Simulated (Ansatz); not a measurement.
# HfPbO3: how the settings move a single-point run

Question: which choices in the input matter for HfPbO3? The cell is built on a prototype (cubic perovskite) and needn't be the phase found in nature.

Computed with Ansatz 0.2.0 (reference: DFT, PBEsol, plane waves, PAW, unless a step's input says otherwise).

### 1 The starting structure

The structure is cubic, space group Pm-3m (No. 221). The conventional cell has a = 4.132 Å, b = 4.132 Å, c = 4.132 Å, α = 90.00°, β = 90.00°, γ = 90.00°. Around Pb (site symmetry m-3m) lie 12 O at 2.92 Å. Hf (site symmetry m-3m) has 6 O at 2.07 Å as nearest neighbours. O (site symmetry 4/mmm) is surrounded by 2 Hf at 2.07 Å and 4 Pb at 2.92 Å.

As a file:

```
CELL_PARAMETERS angstrom
4.13200 0.00000 0.00000
0.00000 4.13200 0.00000
0.00000 0.00000 4.13200
ATOMIC_POSITIONS crystal
Pb 0.00000 0.00000 0.00000
Hf 0.50000 0.50000 0.50000
O 0.50000 0.50000 0.00000
O 0.50000 0.00000 0.50000
O 0.00000 0.50000 0.50000
```

### 2 Reference

Contents of input.yaml:

```yaml
crystal:
  lattice:
    - [4.1319958667, 0.0, 0.0]
    - [0.0, 4.1319958667, 0.0]
    - [0.0, 0.0, 4.1319958667]
  atoms:
    - { symbol: Pb, position: [0.0, 0.0, 0.0] }
    - { symbol: Hf, position: [0.5, 0.5, 0.5] }
    - { symbol: O, position: [0.5, 0.5, 0.0] }
    - { symbol: O, position: [0.5, 0.0, 0.5] }
    - { symbol: O, position: [0.0, 0.5, 0.5] }
kpoints:
  mp_grid: { grid: [4, 4, 4] }
hamiltonian:
  xc: pbesol
scf:
  occupations: { method: fixed }
  n_extra_bands: 5
output:
  forces: true
  stress: true
  eigenvalues: true
```

Launch:

```console
$ ansatz run input.yaml --threads 4 --pin off --max-ram 4608MiB --backend cpu --events-out ev --progress --plain --runs-dir out
```

### 3 Changed: xc pbe0

input.yaml, as its differences from that of step 2:

```diff
@@ -14,3 +14,3 @@
 hamiltonian:
-  xc: pbesol
+  xc: pbe0
 scf:
```

### 4 Variant: xc wpbeh

input.yaml, as its differences from that of step 2:

```diff
@@ -14,3 +14,3 @@
 hamiltonian:
-  xc: pbesol
+  xc: wpbeh
 scf:
```

**Question.** What will these runs give? Wanted: for each run, ending; energy change; pressure; gap; force.

As calculated:

| run | ending | energy change | pressure (GPa) | gap (eV) | force (eV/Å) | cycles | time |
| --- | --- | --- | --- | --- | --- | --- | --- |
| reference | converged | - | -1.6 | 2.37 | 0.00 | 7 | 1.4 s |
| 1: xc pbe0 | converged | not comparable | 0.1 | 4.18 | 0.00 | 17 | 30 s |
| 2: xc wpbeh | converged | not comparable | 0.7 | 3.45 | 0.00 | 17 | 31 s |

Residual by cycle in the longest SCF loop of each run; runs are numbered as in the table. The quantity is the density residual dr2, in eV.

| cycle | reference | run 1 | run 2 |
| --- | --- | --- | --- |
| 1 | 0.187 | 0.0786 | 0.0902 |
| 2 | 0.00628 | 0.0222 | 0.0277 |
| 3 | 0.00133 | 0.008 | 0.00684 |
| 4 | 1.4e-4 | 0.00329 | 0.00281 |
| 5 | 1.2e-5 | 1.8e-4 | 4.4e-4 |
| 6 | 6.4e-7 | 4.4e-5 | 4.8e-5 |
| 7 | 1.5e-8 | 8.6e-6 | 1.3e-5 |

The pressure spans -1.6 to 0.7 GPa over the reference and the converged variants. The gap spans 2.37 to 4.18 eV over the reference and the converged variants. The gap of the reference lacks spin-orbit coupling, though the cell holds Hf and Pb.
